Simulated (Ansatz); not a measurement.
# AlGeH5 (singlet): wave-function methods side by side at distance Ge1–Al2 = 1.938 Å, cc-pVDZ

An exercise on one series of results from a longer session: the logs are not shown, and one member is left open.

Program: Ansatz 0.2.0, Gaussian basis. Level of theory: cc-pVDZ, core rule «outside noble gas», up to 19 orbitals frozen. These are calculated values, not measurements.

The runs, in order: UHF; CCSD(T) on RHF; BCCD(T) on RHF; CISD; CCSDT(Q) on RHF; CASSCF and NEVPT2, 2 electrons in 2 orbitals; CASSCF and NEVPT2, 8 electrons in 8 orbitals.

19 further runs of the same task are left out: 2 for a mislabelled method, 11 that didn't finish, 6 set aside as unsound or not needed.

### The system

The geometry derives from a PBE0/def2-TZVP stationary point (not a proven minimum). One bond is set to the value named and the two fragments are kept rigid. No spin-orbit coupling is included. The filled d shell of Ge may be among the frozen orbitals whatever the setting's name suggests; the logs give the count.

7 atoms, charge 0, spin multiplicity 1.

Atoms are counted from 1 here; the program's logs count them from 0.

Bond lengths: Ge1–Al2 1.938 Å, Ge1–H3 1.541 Å, Ge1–H4 1.543 Å, Ge1–H5 1.543 Å, Al2–H6 1.588 Å, Al2–H7 1.588 Å. Angles: Al2–Ge1–H3 113.9°, Al2–Ge1–H4 111.3°, Al2–Ge1–H5 111.3°, H3–Ge1–H4 106.9°, H3–Ge1–H5 106.9°, H4–Ge1–H5 106.0°, Ge1–Al2–H6 121.3°, Ge1–Al2–H7 119.4°, H6–Al2–H7 119.3°.

As a file:

```xyz
7
AlGeH5
Ge    0.0000    0.0009    0.5356
Al    0.0000    0.0010   -1.4024
H     0.0000    1.4090    1.1605
H     1.2327   -0.7387    1.0966
H    -1.2327   -0.7387    1.0966
H     0.0000    1.3582   -2.2265
H     0.0000   -1.3819   -2.1832
```

The first run:

File in.yaml:

```yaml
crystal:
  periodic: [false, false, false]
  atoms:
    - {symbol: Ge, position_ang: [0.000000, 0.000907, 0.535572]}
    - {symbol: Al, position_ang: [0.000000, 0.001005, -1.402428]}
    - {symbol: H, position_ang: [0.000000, 1.409033, 1.160506]}
    - {symbol: H, position_ang: [1.232737, -0.738743, 1.096643]}
    - {symbol: H, position_ang: [-1.232737, -0.738743, 1.096643]}
    - {symbol: H, position_ang: [0.000000, 1.358155, -2.226457]}
    - {symbol: H, position_ang: [0.000000, -1.381934, -2.183186]}
basis:
  gaussian: {orbitals: cc-pVDZ}
magnetization: {spin_polarized: true, initial_magnetization: 0}
hamiltonian: {xc: hf}
output: {orbitals: {seedname: orbitals}}
```

Command:

```console
ansatz run in.yaml --threads 1 --pin off --events-out ev --progress --plain --max-ram 2393MiB
```

Among the steps run: UHF; CCSD(T) on RHF; BCCD(T) on RHF; CISD; CCSDT(Q) on RHF; CASSCF and NEVPT2, 2 electrons in 2 orbitals; CASSCF and NEVPT2, 8 electrons in 8 orbitals.

One table of the session follows, with a row left open; its other results are not shown here.

| method | from RCCSDT(Q) (kJ/mol) |
| --- | --- |
| RHF | +587.4 |
| RMP2 | ? |
| CISD | +64.2 |
| RCCSD | +15.4 |
| RCCSD(T) | +3.0 |
| BCCD(T) | +3.0 |
| RCCSDT | +0.5 |
| RCCSDT(Q) | 0 |
| CASSCF pair | +548.6 |
| NEVPT2 pair | +131.3 |

**Question.** Estimate the row for RMP2.

**Answer.** from RCCSDT(Q) (kJ/mol): +131.1. In the column «from RCCSDT(Q) (kJ/mol)» it lies between CISD (+64.2) and NEVPT2 pair (+131.3).

Left out of the table: CASSCF frontier, NEVPT2 frontier (the active space lost an orbital or holds another state than full CI finds).

To keep in mind: Warnings in the runs' records: passed over end.
